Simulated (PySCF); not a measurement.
**C₅H₁₃B: electronic excitations**

Wanted: the electronic excitations of C₅H₁₃B (`CBCCCC`), by calculation.

Computed with PySCF 2.14.0, with density-fitted response routines of our own, on a single molecule in the gas phase. Atoms count from 0, in the outputs and in this text.

### 1 Starting geometry

19 atoms, charge 0, multiplicity 1; geometry from: GFN2-xTB.

Bonds of the start (Å): C0–B1 1.57, B1–C2 1.58, C2–C3 1.53, C3–C4 1.53, C4–C5 1.52, C0–H6 1.09, C0–H7 1.09, C0–H8 1.09, B1–H9 1.18, C2–H10 1.10, C2–H11 1.10, C3–H12 1.09, C3–H13 1.09, C4–H14 1.09, C4–H15 1.09, C5–H16 1.09, C5–H17 1.09, C5–H18 1.09.

### 2 Excited states and response: wB97X-D/def2-SVPD

Job settings and geometry (Å):

```
{"job": {"kind": "uv", "xc": "wB97X-D", "basis": "def2-SVPD", "nstates": 8, "ntriplets": 3}, "charge": 0, "multiplicity": 1}
C      2.570914     0.916470    -0.821762
B      2.144543    -0.586995    -0.667971
C      0.706009    -1.043732    -0.215425
C     -0.318407     0.037369     0.133848
C     -1.671312    -0.554951     0.523965
C     -2.689410     0.526141     0.866478
H      1.954252     1.624731    -0.275399
H      3.610839     1.088768    -0.551553
H      2.491596     1.179737    -1.878149
H      2.920199    -1.427060    -0.939169
H      0.808882    -1.717068     0.643013
H      0.287225    -1.676776    -1.006198
H      0.055593     0.639866     0.964587
H     -0.454377     0.700625    -0.723095
H     -2.052074    -1.160848    -0.302196
H     -1.542531    -1.215726     1.385083
H     -2.853636     1.179435     0.011862
H     -2.335767     1.134153     1.696813
H     -3.642340     0.082990     1.147808
```

Level: TDDFT wB97X-D/def2-SVPD, vertical, gas phase, core orbitals frozen in the response.

Command:

```console
$ OMP_NUM_THREADS=1 python probes_run.py task.json out
```

This one command runs all jobs of the session in turn.

Predict these results of the whole session: lowest singlet (wB97X-D/def2-SVPD); brightest single state of those computed; lowest triplet; surface potential, 1st and 99th percentile.

As calculated:

```
                                quantity                        value
      lowest singlet (wB97X-D/def2-SVPD)  6.08 eV (204 nm), f = 0.001
brightest single state of those computed  state 8, 9.05 eV, f = 0.032
                          lowest triplet                      5.61 eV
   surface potential, 1st and 99th percentile           -0.34 V and 1.07 V
```

The lowest singlet, at 6.08 eV, is HOMO→LUMO 0.90 and is weak; of the 8 states computed, the strongest absorption comes from states 3 to 4 together at 8.19 eV (the last state computed is bright too, and its partners may lie past the list). The lowest triplet lies 0.47 eV below the lowest singlet (triplets in Tamm-Dancoff, singlets in full TDDFT).
